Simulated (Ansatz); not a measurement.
# AlIn3Sb4: the cost of one run

Program: Ansatz 0.2.0. Level of theory: DFT PBE, scalar-relativistic, plane waves, PAW. These are calculated values, not measurements.

## (1) The starting structure

It takes space group I-42m (No. 121, tetragonal). Conventional cell: a = 6.527 Å, b = 6.527 Å, c = 13.050 Å, α = 90.00°, β = 90.00°, γ = 90.00°. Al (site symmetry -42m) is surrounded by 4 Sb at 2.71 Å. In (site symmetry -4) is surrounded by 4 Sb at 2.86 Å. In (site symmetry -42m) has 4 Sb at 2.88 Å in its first shell of neighbours. Sb (site symmetry m) has 1 Al at 2.71 Å and 3 In at 2.86 to 2.88 Å in its first shell of neighbours.

Structure file:

```
CELL_PARAMETERS angstrom
-3.26340 3.26340 6.52520
3.26340 -3.26340 6.52520
3.26340 3.26340 -6.52520
ATOMIC_POSITIONS crystal
Al 0.00000 0.00000 0.00000
In 0.75000 0.25000 0.50000
In 0.50000 0.50000 0.00000
In 0.25000 0.75000 0.50000
Sb 0.35960 0.35960 0.47797
Sb 0.11837 0.64040 0.00000
Sb 0.88163 0.88163 0.52203
Sb 0.64040 0.11837 0.00000
```

The start is the relaxed end of an invented cell (made as: elements ordered on the sites of the AlSb type, Al/In on Al (I-42m, No. 121)), taken up again for a closer look.

## (2) A first look at the guess

The input, input.yaml:

```yaml
crystal:
  lattice:
    - [-3.2634037, 3.2634037, 6.5252005]
    - [3.2634037, -3.2634037, 6.5252005]
    - [3.2634037, 3.2634037, -6.5252005]
  atoms:
    - { symbol: Al, position: [0.0, 0.0, 0.0] }
    - { symbol: In, position: [0.75, 0.25, 0.5] }
    - { symbol: In, position: [0.5, 0.5, 0.0] }
    - { symbol: In, position: [0.25, 0.75, 0.5] }
    - { symbol: Sb, position: [0.359596, 0.359596, 0.477969] }
    - { symbol: Sb, position: [0.118373, 0.640404, 0.0] }
    - { symbol: Sb, position: [0.881627, 0.881627, 0.522031] }
    - { symbol: Sb, position: [0.640404, 0.118373, 0.0] }
basis:
  ecutwfc: 420
kpoints:
  mp_grid: { grid: [4, 4, 4] }
hamiltonian:
  xc: pbe
scf:
  occupations: { method: gaussian, width: 0.1 }
  lower_state_search: "off"
output:
  forces: true
  stress: true
  eigenvalues: true
```

The run is started by

```
$ ansatz run input.yaml --threads 4 --pin off --max-ram 8192MiB --backend cpu --events-out ev --progress --plain --runs-dir out
```

What time and memory should one allow on 4 threads of Arm Neoverse V1, shared host?

About 5.8 s, with a peak of 0.77 GiB.
